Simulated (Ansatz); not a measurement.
# C₂H₅NSi: basis-set convergence

Aim: see how fast density functionals converge with the basis set for C₂H₅NSi.

The runs use Ansatz 0.2.0, Gaussian basis; one geometry, several basis sets.

Plan: PBE0-D4/def2-SVP; ωB97M-V/def2-SVP; PBE0-D4/def2-QZVPP; ωB97M-V/def2-QZVPP; the functionals' def2-TZVPP values are taken from earlier runs.

**1. The relaxed structure**

All runs share one geometry, relaxed beforehand with PBE0-D4 in a triple-zeta def2 set.

SMILES `C1=N[SiH2]C1`, 9 atoms, charge 0, spin multiplicity 1.

Atoms are counted from 1 here; the program's logs count them from 0.

Bond lengths: C1–N2 1.282 Å, C1–C4 1.518 Å, C1–H5 1.098 Å, N2–Si3 1.783 Å, Si3–C4 1.888 Å, Si3–H6 1.486 Å, Si3–H7 1.486 Å, C4–H8 1.092 Å, C4–H9 1.092 Å. Angles: N2–C1–C4 113.2°, N2–C1–H5 122.5°, C4–C1–H5 124.2°, C1–N2–Si3 88.9°, N2–Si3–C4 79.2°, N2–Si3–H6 115.0°, N2–Si3–H7 115.0°, C4–Si3–H6 118.0°, C4–Si3–H7 118.0°, H6–Si3–H7 109.1°, C1–C4–Si3 78.6°, C1–C4–H8 114.1°, C1–C4–H9 114.1°, Si3–C4–H8 119.1°, Si3–C4–H9 119.1°, H8–C4–H9 108.9°.

As a file:

```
C     0.24688   -0.88784   -0.75770
N     0.68718    0.16056   -1.35079
Si    0.15370    1.13337    0.04513
C    -0.36806   -0.59466    0.59937
H     0.31612   -1.88984   -1.20128
H    -0.91486    2.12332   -0.25044
H     1.24640    1.80548    0.79573
H    -1.43183   -0.83195    0.66682
H     0.15286   -1.06475    1.43606
```

**2. PBE0-D4 in def2-SVP**

Input file in.yaml:

```yaml
crystal:
  periodic: [false, false, false]
  atoms:
    - {symbol: C, position_ang: [0.246881, -0.887841, -0.757705]}
    - {symbol: N, position_ang: [0.687179, 0.160561, -1.350787]}
    - {symbol: Si, position_ang: [0.153696, 1.133373, 0.045132]}
    - {symbol: C, position_ang: [-0.368058, -0.594658, 0.599368]}
    - {symbol: H, position_ang: [0.316120, -1.889838, -1.201284]}
    - {symbol: H, position_ang: [-0.914856, 2.123323, -0.250437]}
    - {symbol: H, position_ang: [1.246403, 1.805481, 0.795734]}
    - {symbol: H, position_ang: [-1.431826, -0.831949, 0.666818]}
    - {symbol: H, position_ang: [0.152862, -1.064753, 1.436062]}
basis:
  gaussian: {orbitals: def2-SVP}
hamiltonian: {xc: pbe0, dispersion: d4}
output: {orbitals: {seedname: orbitals}}
```

Started as:

```
$ ansatz run in.yaml --threads 2 --pin off --events-out ev --progress --plain --max-ram 4352MiB
```

After this run come: ωB97M-V in def2-SVP; PBE0-D4 in def2-QZVPP; ωB97M-V in def2-QZVPP.

Before running them: what should the planned runs give, taken together? Wanted: PBE0-D4: double and triple zeta above quadruple; ωB97M-V: double and triple zeta above quadruple.

**Answer**, as computed:

```
                                       quantity          value
PBE0-D4: double and triple zeta above quadruple  7.42, 0.48 eV
ωB97M-V: double and triple zeta above quadruple  7.58, 0.45 eV
```

For PBE0-D4 the step from double to triple zeta gains 6.94 eV and the next only 0.48 eV. These are total energies; as a rule much of such shifts cancels in differences, which this series doesn't test. The LUMO of ωB97M-V is positive and keeps falling with the basis (1.96 to 1.31 eV): an unbound level that the basis holds in place.
